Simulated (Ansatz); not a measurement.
# CH2BrFO2Si: basis-set convergence

The task here is to estimate one member of a computed series from the others.

Method: one geometry, several basis sets; program: Ansatz 0.2.0, Gaussian basis.

The runs, in order: PBE0-D4/def2-SVP; ωB97M-V/def2-SVP; PBE0-D4/def2-QZVPP; ωB97M-V/def2-QZVPP; the functionals' def2-TZVPP values are taken from earlier runs.

### The geometry

The geometry comes from an earlier relaxation with PBE0-D4 in a triple-zeta def2 set; it is a stationary point, not always the lowest conformer.

SMILES `O[Si@@]1(Br)O[C@H]1F`, 8 atoms, charge 0, spin multiplicity 1.

Atoms are counted from 1 here; the program's logs count them from 0.

Bond lengths: O1–Si2 1.617 Å, O1–H7 0.962 Å, Si2–Br3 2.173 Å, Si2–O4 1.648 Å, Si2–C5 1.804 Å, O4–C5 1.457 Å, C5–F6 1.360 Å, C5–H8 1.088 Å. Angles: Si2–O1–H7 116.5°, O1–Si2–Br3 107.3°, O1–Si2–O4 119.4°, O1–Si2–C5 125.0°, Br3–Si2–O4 118.4°, Br3–Si2–C5 125.2°, O4–Si2–C5 49.7°, Si2–O4–C5 70.8°, Si2–C5–O4 59.6°, Si2–C5–F6 120.2°, Si2–C5–H8 129.3°, O4–C5–F6 111.4°, O4–C5–H8 112.7°, F6–C5–H8 109.2°.

As a file:

```xyz
8
charge 0, multiplicity 1
O     0.8728   -0.3700   -1.6741
Si    0.6976   -0.0568   -0.0979
Br    2.6441   -0.3185    0.8321
O    -0.2320    1.2185    0.3762
C    -0.8780   -0.0227    0.7808
F    -2.0428   -0.2198    0.1062
H     0.1022   -0.2217   -2.2298
H    -1.0716   -0.0663    1.8506
```

The first run:

File in.yaml:

```yaml
crystal:
  periodic: [false, false, false]
  atoms:
    - {symbol: O, position_ang: [0.872799, -0.369993, -1.674067]}
    - {symbol: Si, position_ang: [0.697609, -0.056765, -0.097859]}
    - {symbol: Br, position_ang: [2.644054, -0.318479, 0.832131]}
    - {symbol: O, position_ang: [-0.232004, 1.218533, 0.376187]}
    - {symbol: C, position_ang: [-0.878038, -0.022662, 0.780781]}
    - {symbol: F, position_ang: [-2.042843, -0.219788, 0.106195]}
    - {symbol: H, position_ang: [0.102154, -0.221734, -2.229770]}
    - {symbol: H, position_ang: [-1.071629, -0.066313, 1.850602]}
basis:
  gaussian: {orbitals: def2-SVP}
hamiltonian: {xc: pbe0, dispersion: d4}
output: {orbitals: {seedname: orbitals}}
```

Started as:

```bash
$ ansatz run in.yaml --threads 4 --pin off --events-out ev --progress --plain --max-ram 10444MiB
```

Steps of the session up to this table: PBE0-D4 in def2-SVP; ωB97M-V in def2-SVP; PBE0-D4 in def2-QZVPP; ωB97M-V in def2-QZVPP.

One table of the session follows, with a row left open; its other results are not shown here.

It belongs to the step «Functionals by basis». 

```
functional       basis  HOMO (eV)
   PBE0-D4    def2-SVP          ?
   PBE0-D4  def2-TZVPP      -7.78
   PBE0-D4  def2-QZVPP      -7.82
   ωB97M-V    def2-SVP      -9.88
   ωB97M-V  def2-TZVPP     -10.03
   ωB97M-V  def2-QZVPP     -10.08
```

Estimate the missing values for PBE0-D4, def2-SVP.

The run gave: HOMO (eV): -7.65. In the column «HOMO (eV)» it is the highest.
